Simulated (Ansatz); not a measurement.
# C₂H₃BrFI: ionisation energy by level of theory

How much energy removes an electron from C₂H₃BrFI at fixed geometry? The cation is run at each level and the neutral's energy taken from earlier runs.

Method: unrestricted cation, the program's frozen cores in correlated methods; program: Ansatz 0.2.0, Gaussian basis.

Levels to be run: UKS PBE-D4/def2-TZVPP; UKS r2SCAN-D4/def2-TZVPP; UKS PBE0-D4/def2-TZVPP; UKS B3LYP-D4/def2-TZVPP; UKS wB97X-V/def2-TZVPP; UKS wB97M-V/def2-TZVPP; UKS B2PLYP/def2-TZVPP; UHF-CCSD(T)/def2-TZVPP; UHF-MP2/def2-QZVPP; extrapolation to the limit; then −ε(HOMO) from the neutral's earlier runs with LDA (SPW92), PBE-D4, revPBE-D4, BLYP-D4, r2SCAN-D4, B97M-V, PBE0-D4, B3LYP-D4, r2SCANh-D4, r2SCAN0-D4, HSE06-D4, BHLYP-D4, CAM-B3LYP-D4, LC-ωPBE, ωB97X-V, ωB97M-V.

### 1 The relaxed structure

An earlier PBE0-D4 in a triple-zeta def2 set relaxation fixed the geometry. I takes the def2 core potential; no spin-orbit term is included.

8 atoms, charge 0, spin multiplicity 1.

Atoms are counted from 1 here; the program's logs count them from 0.

Bond lengths: F1–C2 1.374 Å, C2–C3 1.509 Å, C2–H6 1.092 Å, C2–H7 1.095 Å, C3–Br4 1.930 Å, C3–I5 2.134 Å, C3–H8 1.086 Å. Angles: F1–C2–C3 109.8°, F1–C2–H6 109.1°, F1–C2–H7 108.3°, C3–C2–H6 110.9°, C3–C2–H7 109.0°, H6–C2–H7 109.7°, C2–C3–Br4 107.9°, C2–C3–I5 111.8°, C2–C3–H8 111.9°, Br4–C3–I5 112.5°, Br4–C3–H8 106.9°, I5–C3–H8 105.8°.

### 2 Cation, UKS PBE-D4/def2-TZVPP

in.yaml reads:

```yaml
crystal:
  periodic: [false, false, false]
  atoms:
    - {symbol: F, position_ang: [-0.563806, 1.238522, 1.210007]}
    - {symbol: C, position_ang: [0.334016, 0.349483, 0.671151]}
    - {symbol: C, position_ang: [-0.312118, -0.404872, -0.465017]}
    - {symbol: Br, position_ang: [0.933583, -1.749579, -1.068073]}
    - {symbol: I, position_ang: [-0.928292, 0.901915, -2.035715]}
    - {symbol: H, position_ang: [1.214803, 0.895686, 0.325755]}
    - {symbol: H, position_ang: [0.623434, -0.361752, 1.451470]}
    - {symbol: H, position_ang: [-1.209520, -0.926602, -0.145278]}
basis:
  gaussian: {orbitals: def2-TZVPP}
total_charge: 1
magnetization: {spin_polarized: true, initial_magnetization: 1}
hamiltonian: {xc: pbe, dispersion: d4}
```

Started as:

```sh
$ ansatz run in.yaml --threads 2 --pin off --events-out ev --progress --plain --max-ram 20480MiB --backend cpu
```

After this run come: Cation, UKS r2SCAN-D4/def2-TZVPP; Cation, UKS PBE0-D4/def2-TZVPP; Cation, UKS B3LYP-D4/def2-TZVPP; Cation, UKS wB97X-V/def2-TZVPP; Cation, UKS wB97M-V/def2-TZVPP; Cation, UKS B2PLYP (frozen core)/def2-TZVPP; Cation, UHF-CCSD(T)/def2-TZVPP; Cation, UHF-MP2/def2-QZVPP.

Q: Predict the results of all the runs planned. Wanted: ionisation energy, CCSD(T)/CBS; nearest functional by difference; nearest −ε(HOMO); −ε(HOMO) of PBE; T1 of the cation.

The runs gave:

| quantity | value |
| --- | --- |
| ionisation energy, CCSD(T)/CBS | 10.00 eV |
| nearest functional by difference | ωB97X-V (-0.14 eV) |
| nearest −ε(HOMO) | ωB97X-V (-0.12 eV) |
| −ε(HOMO) of PBE | 6.44 eV |
| T1 of the cation | 0.016 |

What this shows: Energy differences with functionals land within 0.58 eV of the reference. The PBE orbital energy is 3.6 eV too small: a semilocal HOMO is no ionisation energy. Among orbital estimates ωB97X-V comes nearest. Hartree-Fock falls 1.05 eV short, as the neutral has more correlation energy than the cation. Correlated methods include outer-core shells of Br, I, which these sets cover unevenly. With outer-core shells in play the reference is unsure by up to some tenths of an eV, so close misses can't be ranked.
